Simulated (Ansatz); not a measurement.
**CH₃AlF₂: how energies converge with the basis set**

One table from this session's results is given with a row withheld; the runs are named, their logs left out.

Computed with Ansatz 0.2.0, Gaussian basis. Level: one geometry, several basis sets.

Plan: PBE0-D4/def2-SVP; ωB97M-V/def2-SVP; PBE0-D4/def2-QZVPP; ωB97M-V/def2-QZVPP; the functionals' def2-TZVPP values are taken from earlier runs.

## Structure used throughout

An earlier PBE0-D4 in a triple-zeta def2 set relaxation fixed the geometry.

SMILES `[CH3][Al]([F])[F]`, 7 atoms, charge 0, spin multiplicity 1.

Atoms are counted from 1 here; the program's logs count them from 0.

Bond lengths: C1–Al2 1.926 Å, C1–H5 1.091 Å, C1–H6 1.093 Å, C1–H7 1.093 Å, Al2–F3 1.644 Å, Al2–F4 1.644 Å. Angles: Al2–C1–H5 111.8°, Al2–C1–H6 110.6°, Al2–C1–H7 110.6°, H5–C1–H6 108.4°, H5–C1–H7 108.4°, H6–C1–H7 106.8°, C1–Al2–F3 121.5°, C1–Al2–F4 122.4°, F3–Al2–F4 116.1°.

Set-up of the first run:

File in.yaml:

```yaml
crystal:
  periodic: [false, false, false]
  atoms:
    - {symbol: C, position_ang: [-0.253552, 0.825862, -0.238718]}
    - {symbol: Al, position_ang: [0.293123, -0.956217, 0.245542]}
    - {symbol: F, position_ang: [1.513171, -1.219526, 1.315503]}
    - {symbol: F, position_ang: [-0.423417, -2.297642, -0.378636]}
    - {symbol: H, position_ang: [-1.075800, 0.815979, -0.956116]}
    - {symbol: H, position_ang: [-0.573396, 1.384518, 0.645143]}
    - {symbol: H, position_ang: [0.581070, 1.378926, -0.678219]}
basis:
  gaussian: {orbitals: def2-SVP}
hamiltonian: {xc: pbe0, dispersion: d4}
output: {orbitals: {seedname: orbitals}}
```

Among the steps run: PBE0-D4 in def2-SVP; ωB97M-V in def2-SVP; PBE0-D4 in def2-QZVPP; ωB97M-V in def2-QZVPP.

One of the session's tables, all rows but one given; the rest of the session is left out.

It belongs to the step «Density functionals: the series». 

```
functional       basis  HOMO (eV)
   PBE0-D4    def2-SVP          ?
   PBE0-D4  def2-TZVPP      -9.31
   PBE0-D4  def2-QZVPP      -9.32
   ωB97M-V    def2-SVP     -11.51
   ωB97M-V  def2-TZVPP     -11.59
   ωB97M-V  def2-QZVPP     -11.61
```

**Question.** Estimate the row for PBE0-D4, def2-SVP.

As computed: HOMO (eV): -9.24. In the column «HOMO (eV)» it is the highest.
